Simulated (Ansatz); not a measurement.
**AlH2NaSe: single points off equilibrium**

An exercise on one series of results from a longer session: the logs are not shown, and one member is left open.

Method: single points in def2-TZVPP; program: Ansatz 0.2.0, Gaussian basis.

Correlated methods freeze the cores. Filled d shells of the heavier atoms are correlated. The outer core shell of Li, Na, Mg and K is correlated.

### Where the work starts

SMILES `[Na][AlH][SeH]`, 5 atoms, charge 0, spin multiplicity 1.

Atoms are counted from 1 here; the program's logs count them from 0.

Bond lengths: Al2–Se3 2.437 Å, Al2–H4 1.412 Å, Se3–H5 1.457 Å. Angles: Se3–Al2–H4 104.7°, Al2–Se3–H5 89.3°.

Coordinates:

```xyz
5

Na   -2.9142   -1.1133   -1.0933
Al   -0.3783   -0.4861    0.1642
Se    1.0929    1.1322   -0.9109
H     0.1584   -0.6517    1.4596
H     2.0666    0.9269    0.1530
```

Set-up of the first run:

Contents of run/in.yaml:

```yaml
crystal:
  periodic: [false, false, false]
  atoms:
    - {symbol: Na, position_ang: [-2.914200, -1.113300, -1.093300]}
    - {symbol: Al, position_ang: [-0.378300, -0.486100, 0.164200]}
    - {symbol: Se, position_ang: [1.092900, 1.132200, -0.910900]}
    - {symbol: H, position_ang: [0.158400, -0.651700, 1.459600]}
    - {symbol: H, position_ang: [2.066600, 0.926900, 0.153000]}
basis:
  gaussian: {orbitals: def2-TZVPP}
correlation: {method: ccsd_t}
output: {forces: true}
```

No record of the launch command was kept for these runs.

Steps of the session up to this table: CCSD(T)/def2-TZVPP; PBE0-D4/def2-TZVPP; wB97M-V/def2-TZVPP; r2SCAN-D4/def2-TZVPP; PBE-D4/def2-TZVPP; r2SCAN0-D4/def2-TZVPP; BLYP-D4/def2-TZVPP.

One of the session's tables, all rows but one given; the rest of the session is left out.

```
    method  RMS force component (eV/Å)  angle to CCSD(T) forces (°)  dipole (D)
   CCSD(T)                       1.336                    reference        8.17
   PBE0-D4                           ?                            ?           ?
   wB97M-V                       1.312                          1.6        8.07
 r2SCAN-D4                       1.335                          1.3        7.70
    PBE-D4                       1.366                          5.9        6.91
r2SCAN0-D4                       1.326                          2.0        8.03
   BLYP-D4                       1.313                          7.5        6.73
```

Q: Estimate the row for PBE0-D4 from the others.

**Answer.** RMS force component (eV/Å): 1.347; angle to CCSD(T) forces (°): 1.5; dipole (D): 7.60. In the column «RMS force component (eV/Å)» it lies between CCSD(T) (1.336) and PBE-D4 (1.366).
